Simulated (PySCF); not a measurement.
# C₄H₆F₂SeSi: electronic excitations

What electronic excitations should C₄H₆F₂SeSi (`F/C=C1\C[C@@H]([SiH2]F)[Se]1`) show?

Programs: PySCF 2.14.0, with density-fitted response routines of our own. Each step states its level of theory. These are calculated values for one molecule in the gas phase, unless marked as measured. Atoms count from 0, in the outputs and in this text.

### 1 The molecule as given

14 atoms, charge 0, multiplicity 1; geometry from: GFN2-xTB.

Bonds of the start (Å): F0–C1 1.35, C1–C2 1.32, C2–C3 1.50, C3–C4 1.54, C4–Si5 1.90, Si5–F6 1.61, C4–Se7 2.01, Se7–C2 1.91, C1–H8 1.08, C3–H9 1.09, C3–H10 1.09, C4–H11 1.09, Si5–H12 1.45, Si5–H13 1.45.

### 2 TDDFT and polarisability: B3LYP/def2-SVPD

What the job is given:

```
{"job": {"kind": "uv", "xc": "B3LYP", "basis": "def2-SVPD", "nstates": 8, "ntriplets": 3}, "charge": 0, "multiplicity": 1}
F     -2.737526    -1.803375     0.990513
C     -2.358061    -1.287819    -0.198303
C     -1.360509    -0.424507    -0.281538
C     -0.450871     0.174360     0.744058
C      0.459236     0.966339    -0.213533
Si     2.274832     0.407297    -0.313753
F      2.916323     0.789597     1.114302
Se    -0.622887     0.423525    -1.821583
H     -2.950202    -1.654658    -1.022531
H      0.074779    -0.582122     1.331031
H     -0.988201     0.816131     1.445334
H      0.366613     2.045913    -0.081717
H      3.009587     1.168945    -1.308961
H      2.366209    -1.040100    -0.405485
```

With the program's defaults for keys left out, this is: TDDFT B3LYP/def2-SVPD, vertical, gas phase, core orbitals frozen in the response.

Command:

```console
OMP_NUM_THREADS=1 python probes_run.py task.json out
```

The driver reads the jobs from task.json and runs them one after another.

Predict these results of the whole session: lowest singlet (B3LYP/def2-SVPD); brightest single state of those computed; lowest triplet.

**Answer**, as computed:

| quantity | value |
| --- | --- |
| lowest singlet (B3LYP/def2-SVPD) | 3.36 eV (369 nm), f = 0.000 |
| brightest single state of those computed | state 3, 5.13 eV, f = 0.101 |
| lowest triplet | 2.99 eV |

The first singlet state (HOMO→LUMO 0.99) lies at 3.36 eV and is dark; of the 8 states computed, the strongest absorption comes from state 3 at 5.13 eV (the last state computed is bright too, and its partners may lie past the list). The lowest triplet lies 0.37 eV below the lowest singlet (triplets in Tamm-Dancoff, singlets in full TDDFT).
